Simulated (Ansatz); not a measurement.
# GeH₂+ (doublet): wave-function methods side by side, cc-pVDZ

Aim: climb from Hartree-Fock through coupled cluster and multireference methods for GeH₂+ (doublet) at one geometry and basis, and see what each rung misses.

Program: Ansatz 0.2.0, Gaussian basis. Level of theory: cc-pVDZ, core rule «outside noble gas», up to 14 orbitals frozen. These are calculated values, not measurements.

The runs, in order: UHF; CCSD(T) on ROHF; CCSD(T) on UHF; BCCD(T) on ROHF; CISD; CCSDT(Q) on ROHF; CCSDT(Q) on UHF; CISDTQ; CCSDTQ on ROHF; CCSDTQ on UHF; CASSCF and MRCISD+Q, 5 electrons in 6 orbitals; CASSCF and NEVPT2, 5 electrons in 6 orbitals; Full CI.

28 further runs of the same task are left out: 2 for a mislabelled method, 10 that didn't finish, 16 set aside as unsound or not needed.

### Step 1. The geometry

The geometry is a PBE0/def2-TZVP stationary point (not a proven minimum) of the parent state, kept for this charge and spin. No spin-orbit coupling is included. The filled d shell of Ge may be among the frozen orbitals whatever the setting's name suggests; the logs give the count.

3 atoms, charge 1, spin multiplicity 2.

Atoms are counted from 1 here; the program's logs count them from 0.

Bond lengths: Ge1–H2 1.541 Å, Ge1–H3 1.541 Å. Angles: H2–Ge1–H3 120.0°.

### Step 2. UHF

The input, in.yaml:

```yaml
crystal:
  periodic: [false, false, false]
  atoms:
    - {symbol: Ge, position_ang: [0.000000, -0.020787, 0.000000]}
    - {symbol: H, position_ang: [0.000000, 0.749032, -1.334401]}
    - {symbol: H, position_ang: [0.000000, 0.749032, 1.334401]}
basis:
  gaussian: {orbitals: cc-pVDZ}
total_charge: 1
magnetization: {spin_polarized: true, initial_magnetization: 1}
hamiltonian: {xc: hf}
output: {orbitals: {seedname: orbitals}}
```

On the command line:

```sh
$ ansatz run in.yaml --threads 1 --pin off --events-out ev --progress --plain --max-ram 2393MiB
```

After this run come: CCSD(T) on ROHF; CCSD(T) on UHF; BCCD(T) on ROHF; CISD; CCSDT(Q) on ROHF; CCSDT(Q) on UHF; CISDTQ; CCSDTQ on ROHF; CCSDTQ on UHF; CASSCF and MRCISD+Q, 5 electrons in 6 orbitals; CASSCF and NEVPT2, 5 electrons in 6 orbitals; Full CI.

**Question.** What will the summary of the whole plan be? Wanted: FCI below the RHF energy; RMP2 from FCI; UMP2 from FCI; RCCSD from FCI; RCCSD(T) from FCI; UCCSD(T) from FCI; RCCSDT(Q) from FCI; UCCSDT(Q) from FCI; NEVPT2 valence from FCI.

The runs gave:

```
                         quantity                                                                                                                          value
         FCI below the RHF energy                                                                                                                     -2.2563 eV
                    RMP2 from FCI                                                                                                                   +57.9 kJ/mol
                    UMP2 from FCI                                                                                                                   +57.0 kJ/mol
                   RCCSD from FCI                                                                                                                    +4.9 kJ/mol
                RCCSD(T) from FCI                                                                                                                    +1.3 kJ/mol
                UCCSD(T) from FCI                                                                                                                    +0.8 kJ/mol
               RCCSDT(Q) from FCI                                                                                                                    -0.1 kJ/mol
               UCCSDT(Q) from FCI                                                                                                                    -0.5 kJ/mol
          NEVPT2 valence from FCI                                                                                                                   +34.4 kJ/mol
        MRCISD+Q valence from FCI                                                                                                                    -0.1 kJ/mol
levels within 1 kcal/mol (43 meV)  RCCSD(T), UCCSD(T), BCCD(T), RCCSDT, UCCSDT, CISDTQ, RCCSDT(Q), UCCSDT(Q), RCCSDTQ, UCCSDTQ, MRCISD valence, MRCISD+Q valence
                    T1 diagnostic                                                                                                                          0.020
   effectively unpaired electrons                                                                                                                           1.03
```

**Reading.** RCCSD(T) misses by +1.3 kJ/mol, 0.6 % of the correlation energy. UCCSDT, UCCSDT(Q), UCCSDTQ fall below full CI: unrestricted runs freeze a spin-polarised core, another one than full CI's, and coupled cluster isn't variational. One determinant dominates. Of the multireference levels listed MRCISD+Q valence comes nearest in total energy (-0.1 kJ/mol), which doesn't show that its space is the better one. These misses are within one basis, not against nature; the frozen cores of restricted and unrestricted runs differ, which can shift their rows.
